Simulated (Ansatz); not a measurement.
**CH4ClGeNO: up Jacob's ladder to CCSD(T)**

The task here is to estimate one member of a computed series from the others.

Computed with Ansatz 0.2.0, Gaussian basis. Level: functionals in def2-TZVPP, the program's frozen cores in correlated methods.

Plan: PBE-D4, r2SCAN-D4, PBE0-D4, B3LYP-D4, ωB97X-V, ωB97M-V, B2PLYP; CCSD(T)/def2-TZVPP; MP2/def2-QZVPP; extrapolation to the limit.

### The geometry

An earlier PBE0-D4 in a triple-zeta def2 set relaxation fixed the geometry.

9 atoms, charge 0, spin multiplicity 1.

Atoms are counted from 1 here; the program's logs count them from 0.

Bond lengths: N1–C2 1.318 Å, N1–H6 1.022 Å, N1–H7 1.004 Å, C2–O3 1.238 Å, C2–H8 1.096 Å, O3–Ge4 2.082 Å, Ge4–Cl5 2.307 Å, Ge4–H9 1.591 Å. Angles: C2–N1–H6 119.0°, C2–N1–H7 120.1°, H6–N1–H7 120.3°, N1–C2–O3 125.4°, N1–C2–H8 116.0°, O3–C2–H8 118.6°, C2–O3–Ge4 130.0°, O3–Ge4–Cl5 95.9°, O3–Ge4–H9 86.9°, Cl5–Ge4–H9 92.7°.

Set-up of the first run:

in.yaml reads:

```yaml
crystal:
  periodic: [false, false, false]
  atoms:
    - {symbol: N, position_ang: [1.336100, -0.224177, -0.206051]}
    - {symbol: C, position_ang: [0.479182, -0.931818, 0.502560]}
    - {symbol: O, position_ang: [-0.689035, -0.606307, 0.749266]}
    - {symbol: Ge, position_ang: [-1.620230, 1.250331, 0.607611]}
    - {symbol: Cl, position_ang: [-0.696887, 1.822364, -1.427524]}
    - {symbol: H, position_ang: [1.005590, 0.612467, -0.690897]}
    - {symbol: H, position_ang: [2.258911, -0.579880, -0.381288]}
    - {symbol: H, position_ang: [0.855055, -1.879704, 0.904639]}
    - {symbol: H, position_ang: [-2.840086, 0.490322, -0.075416]}
basis:
  gaussian: {orbitals: def2-TZVPP}
hamiltonian: {xc: pbe, dispersion: d4}
output: {forces: true, orbitals: {seedname: orbitals}}
```

Command:

```
$ ansatz run in.yaml --threads 4 --pin off --events-out ev --progress --plain --max-ram 10444MiB
```

Among the steps run: PBE-D4 (GGA); r2SCAN-D4 (meta-GGA); PBE0-D4 (hybrid); B3LYP-D4 (hybrid); ωB97X-V (range-separated); ωB97M-V (range-separated); B2PLYP (double hybrid); CCSD(T) in def2-TZVPP; MP2 in def2-QZVPP.

One of the session's tables, all rows but one given; the rest of the session is left out.

```
            method  atomisation energy (kcal/mol)
            PBE-D4                          785.5
         r2SCAN-D4                          761.0
           PBE0-D4                          759.5
          B3LYP-D4                          760.7
           ωB97X-V                          761.2
           ωB97M-V                          760.9
            B2PLYP                          749.0
     HF/def2-TZVPP                          504.9
    MP2/def2-TZVPP                          748.7
   CCSD/def2-TZVPP                              ?
CCSD(T)/def2-TZVPP                          731.9
           MP2/CBS                          773.7
       CCSD(T)/CBS                          756.9
```

**Question.** Estimate the row for CCSD/def2-TZVPP.

As computed: atomisation energy (kcal/mol): 715.4. In the column «atomisation energy (kcal/mol)» it lies between HF/def2-TZVPP (504.9) and CCSD(T)/def2-TZVPP (731.9).
